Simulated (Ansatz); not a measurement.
Te2Au:

```
CELL_PARAMETERS angstrom
3.59735 -2.20730 0.00000
3.59735 2.20730 0.00000
-0.00336 0.00000 5.07030
ATOMIC_POSITIONS crystal
Au 0.00000 0.00000 0.00000
Te 0.31065 0.31065 0.71167
Te 0.68935 0.68935 0.28833
```

* Program: Ansatz 0.2.0
* Task: relaxation of cell and atoms
* Functional: PBE
* Dispersion: D4
* Potentials or basis: Ansatz PAW
* Cutoff: 420 eV (not typed: the program's choice for these potentials)
* k mesh: 7 × 7 × 5
* Occupations: fermi-dirac, width 0.05 eV
* Spin: no spin polarisation

At the start: volume 26.84 Å³/atom.

Task: Where does the relaxation end?

Result: It ends after 7 steps and the volume is 25.53 Å³/atom (-4.9 %); space group C2/m (No. 12, to 0.05 Å).

The path:
```
step  energy change (eV)  largest force (eV/Å)  volume (Å³)
   1              0.0000                0.2800        80.52
   2             -0.0546                0.1851        78.39
   3             -0.0895                0.0917        77.59
   4             -0.0959                0.0300        76.76
   5             -0.0961                0.0214        76.65
   6             -0.0962                0.0016        76.60
   7             -0.0954                0.0014        76.60
```

Final structure:
```xyz
3
Lattice="3.6094 -2.0746 0.0171 3.6094 2.0746 0.0171 0.0207 0.0000 5.1149" Properties=species:S:1:pos:R:3 pbc="T T T"
Au    0.0000    0.0000    0.0000
Te    2.3669    0.0000    3.6294
Te    4.8726    0.0000    1.5196
```

Caveat: the plane-wave basis is chosen anew once the cell has moved, so the energies of steps on either side of that aren't comparable.
